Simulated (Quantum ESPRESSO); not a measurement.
A run of Quantum ESPRESSO 7.5 is set up as follows.

pw.in

```
&CONTROL
  calculation = 'vc-relax'
  prefix = 'pwscf'
  outdir = './tmp'
  pseudo_dir = './pseudo'
  tprnfor = .true.
  tstress = .true.
  disk_io = 'low'
  nstep = 40
  forc_conv_thr = 0.0004
  etot_conv_thr = 1d-05
/
&SYSTEM
  ibrav = 0
  nat = 2
  ntyp = 1
  ecutwfc = 36
  nbnd = 9
  occupations = 'smearing'
  smearing = 'fd'
  degauss = 0.00367493
/
&ELECTRONS
  conv_thr = 4d-10
  electron_maxstep = 120
  mixing_beta = 0.5
/
&IONS
  ion_dynamics = 'bfgs'
/
&CELL
  cell_dynamics = 'bfgs'
  press = 0
  press_conv_thr = 0.3
/
ATOMIC_SPECIES
Si    28.0850 Si.upf
CELL_PARAMETERS angstrom
   0.0000000000    2.7155000000    2.7155000000
   2.7155000000    0.0000000000    2.7155000000
   2.7155000000    2.7155000000    0.0000000000
ATOMIC_POSITIONS crystal
Si     0.0000000000    0.0000000000    0.0000000000
Si     0.2500000000    0.2500000000    0.2500000000
K_POINTS automatic
8 8 8 0 0 0
```

Potentials or basis: PseudoDojo 0.4.1 SR PBE standard.

Run with:

```console
$ OMP_NUM_THREADS=1 pw.x -in pw.in > pw.out
```

What does it give for the relaxed cell?

a = 3.867 Å, b = 3.867 Å, c = 3.867 Å, α = 60.00°, β = 60.00°, γ = 60.00°.

Estimate the relaxed volume.

20.44 Å³/atom.

What does it give for the space group after relaxing (to 0.05 Å)?

Fd-3m (No. 227).

What does it give for the band gap on the k mesh?

0.65 eV, indirect (least direct gap 2.55 eV).

Step by step:
| step | energy change (eV) | largest force (eV/Å) | pressure (GPa) | volume (Å³) |
| --- | --- | --- | --- | --- |
| 1 | 0.0000 | 0.0000 | 1.92 | 40.05 |
| 2 | -0.0036 | 0.0000 | 0.99 | 40.44 |
| 3 | -0.0049 | 0.0000 | 0.03 | 40.87 |
| 4 | -0.0049 | 0.0000 | 0.00 | 40.88 |

A k mesh can miss the band edges. As with any semilocal functional, this PBE gap is likely too small.
